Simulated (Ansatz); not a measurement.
**C2H9AsSi: a ladder of functionals and wavefunction methods**

The task here is to estimate one member of a computed series from the others.

Program: Ansatz 0.2.0, Gaussian basis. Level of theory: functionals in def2-TZVPP, the program's frozen cores in correlated methods. These are calculated values, not measurements.

Plan: PBE-D4, r2SCAN-D4, PBE0-D4, B3LYP-D4, ωB97X-V, ωB97M-V, B2PLYP; CCSD(T)/def2-TZVPP; MP2/def2-QZVPP; extrapolation to the limit.

## The relaxed structure

An earlier PBE0-D4 in a triple-zeta def2 set relaxation fixed the geometry.

13 atoms, charge 0, spin multiplicity 1.

Atoms are counted from 1 here; the program's logs count them from 0.

Bond lengths: C1–Si2 1.870 Å, C1–H5 1.093 Å, C1–H6 1.093 Å, C1–H7 1.092 Å, Si2–C3 1.874 Å, Si2–H8 1.491 Å, Si2–H9 1.491 Å, C3–As4 1.979 Å, C3–H10 1.094 Å, C3–H11 1.091 Å, As4–H12 1.525 Å, As4–H13 1.525 Å. Angles: Si2–C1–H5 110.8°, Si2–C1–H6 111.2°, Si2–C1–H7 110.7°, H5–C1–H6 107.9°, H5–C1–H7 108.0°, H6–C1–H7 108.0°, C1–Si2–C3 111.6°, C1–Si2–H8 109.9°, C1–Si2–H9 109.8°, C3–Si2–H8 108.6°, C3–Si2–H9 109.1°, H8–Si2–H9 107.8°, Si2–C3–As4 112.6°, Si2–C3–H10 109.4°, Si2–C3–H11 109.9°, As4–C3–H10 106.6°, As4–C3–H11 110.3°, H10–C3–H11 107.9° and more.

Set-up of the first run:

Contents of in.yaml:

```yaml
crystal:
  periodic: [false, false, false]
  atoms:
    - {symbol: C, position_ang: [-1.326321, 0.412537, 1.368787]}
    - {symbol: Si, position_ang: [-0.513216, -0.900904, 0.314690]}
    - {symbol: C, position_ang: [1.152994, -0.333997, -0.329836]}
    - {symbol: As, position_ang: [1.041395, 1.372834, -1.326018]}
    - {symbol: H, position_ang: [-0.699999, 0.663852, 2.228480]}
    - {symbol: H, position_ang: [-1.496586, 1.328496, 0.797761]}
    - {symbol: H, position_ang: [-2.291139, 0.063866, 1.744186]}
    - {symbol: H, position_ang: [-1.386306, -1.229958, -0.847660]}
    - {symbol: H, position_ang: [-0.329639, -2.146623, 1.113515]}
    - {symbol: H, position_ang: [1.829303, -0.160706, 0.512213]}
    - {symbol: H, position_ang: [1.591980, -1.110684, -0.958096]}
    - {symbol: H, position_ang: [2.299285, 1.167372, -2.162449]}
    - {symbol: H, position_ang: [0.148651, 0.839017, -2.440775]}
basis:
  gaussian: {orbitals: def2-TZVPP}
hamiltonian: {xc: pbe, dispersion: d4}
output: {forces: true, orbitals: {seedname: orbitals}}
```

Command:

```console
$ ansatz run in.yaml --threads 4 --pin off --events-out ev --progress --plain --max-ram 10444MiB
```

Steps of the session up to this table: PBE-D4 (GGA); r2SCAN-D4 (meta-GGA); PBE0-D4 (hybrid); B3LYP-D4 (hybrid); ωB97X-V (range-separated); ωB97M-V (range-separated); B2PLYP (double hybrid); CCSD(T) in def2-TZVPP; MP2 in def2-QZVPP.

One of the session's tables, all rows but one given; the rest of the session is left out.

| method | atomisation energy (kcal/mol) |
| --- | --- |
| PBE-D4 | 1037.8 |
| r2SCAN-D4 | 1033.6 |
| PBE0-D4 | 1029.9 |
| B3LYP-D4 | 1035.9 |
| ωB97X-V | 1040.2 |
| ωB97M-V | 1034.6 |
| B2PLYP | 1020.7 |
| HF/def2-TZVPP | 768.5 |
| MP2/def2-TZVPP | ? |
| CCSD/def2-TZVPP | 999.0 |
| CCSD(T)/def2-TZVPP | 1010.3 |
| MP2/CBS | 1029.3 |
| CCSD(T)/CBS | 1033.2 |

Q: Estimate the row for MP2/def2-TZVPP from the others.

**Answer.** atomisation energy (kcal/mol): 1006.4. In the column «atomisation energy (kcal/mol)» it lies between CCSD/def2-TZVPP (999.0) and CCSD(T)/def2-TZVPP (1010.3).

Caveats from the session: Free atoms (2 C, 1 Si, 1 As, 9 H) were run apart at each level; the atomisation energy is their sum less the molecule, without zero-point or spin-orbit terms.
